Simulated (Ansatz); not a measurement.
# [(Cl)3Ti]2S (Ti₂SCl₆): geometry, orbitals and charge

Aim: characterise [(Cl)3Ti]2S (Ti₂SCl₆) as a singlet: its structure, frontier levels and distribution of charge.

Computed with Ansatz 0.2.0, Gaussian basis. Level: RKS PBE0-D4/def2-TZVP.

The runs, in order: relaxation at r2SCAN-D4/def2-SVP; a search for the lowest solution at PBE-D4/def2-SVP; a single point at PBE0-D4/def2-TZVP.

### Step 1. Starting geometry

9 atoms, charge 0, spin multiplicity 1.

Atoms are counted from 1 here; the program's logs count them from 0.

Bond lengths: Ti1–Cl2 2.122 Å, Ti1–Cl3 2.127 Å, Ti1–Cl4 2.144 Å, Ti1–S5 2.318 Å, S5–Ti6 2.319 Å, Ti6–Cl7 2.127 Å, Ti6–Cl8 2.122 Å, Ti6–Cl9 2.144 Å. Angles: Cl2–Ti1–Cl3 101.1°, Cl2–Ti1–Cl4 114.6°, Cl2–Ti1–S5 122.9°, Cl3–Ti1–Cl4 103.2°, Cl3–Ti1–S5 106.4°, Cl4–Ti1–S5 106.4°, Ti1–S5–Ti6 87.8°, S5–Ti6–Cl7 106.3°, S5–Ti6–Cl8 123.0°, S5–Ti6–Cl9 106.5°, Cl7–Ti6–Cl8 101.2°, Cl7–Ti6–Cl9 103.3°, Cl8–Ti6–Cl9 114.4°.

Geometry (Å):

```
atom     x (Å)     y (Å)     z (Å)
 Ti1  -0.70619  -1.24200   0.75134
 Cl2  -0.43605  -1.17581   2.85511
 Cl3  -1.70269  -3.10772   0.52378
 Cl4  -2.12782   0.17046  -0.01063
  S5   1.06443  -1.25773  -0.74501
 Ti6   0.86806   1.05014  -0.86567
 Cl7   2.81532   1.79198  -1.29086
 Cl8  -0.28178   2.03581  -2.35206
 Cl9   0.50673   1.73488   1.13401
```

No spin-orbit coupling is included.

The start is a GFN2-xTB geometry.

### Step 2. Optimising with r2SCAN-D4/def2-SVP

File in.yaml:

```yaml
crystal:
  periodic: [false, false, false]
  atoms:
    - {symbol: Ti, position_ang: [-0.706190, -1.242000, 0.751340]}
    - {symbol: Cl, position_ang: [-0.436050, -1.175810, 2.855110]}
    - {symbol: Cl, position_ang: [-1.702690, -3.107720, 0.523780]}
    - {symbol: Cl, position_ang: [-2.127820, 0.170460, -0.010630]}
    - {symbol: S, position_ang: [1.064430, -1.257730, -0.745010]}
    - {symbol: Ti, position_ang: [0.868060, 1.050140, -0.865670]}
    - {symbol: Cl, position_ang: [2.815320, 1.791980, -1.290860]}
    - {symbol: Cl, position_ang: [-0.281780, 2.035810, -2.352060]}
    - {symbol: Cl, position_ang: [0.506730, 1.734880, 1.134010]}
basis:
  gaussian: {orbitals: def2-SVP}
hamiltonian: {xc: r2scan, dispersion: d4}
scf: {lower_state_search: "off"}
output: {orbitals: {seedname: orbitals}}
relax: {f_tol: 0.02, max_steps: 100}
```

Command:

```
> ansatz run in.yaml --threads 4 --pin off --events-out ev --progress --plain --max-ram 8704MiB
```

The runs that follow: Searching for the lowest solution, PBE-D4/def2-SVP; Single point, PBE0-D4/def2-TZVP.

Q: Predict the results of all the runs planned. Wanted: point group; commonest bond; HOMO, LUMO at PBE0-D4/def2-TZVP; dipole at r2SCAN-D4/def2-SVP.

The runs gave:

```
                       quantity                            value
                    point group                               C2
                 commonest bond  Cl–Ti, 6 of mean length 2.168 Å
HOMO, LUMO at PBE0-D4/def2-TZVP                  -8.70, -4.16 eV
   dipole at r2SCAN-D4/def2-SVP                           0.07 D
```

In words: The molecule keeps its bonding pattern by the stored test; the atoms moved 0.27 Å (rms), and the angle Ti1–S5–Ti6 went from 88° to 102°. No usable vibrations, so a minimum isn't proven. The HOMO lies nearest to S5 63 %; Cl2, Cl8 about 9 % each and the LUMO to Ti1, Ti6 about 37 % each; S5 7 %. Whether this spin is the lowest isn't tested here. The point group is read from a loosely relaxed geometry; soft torsions can leave it below the true symmetry.
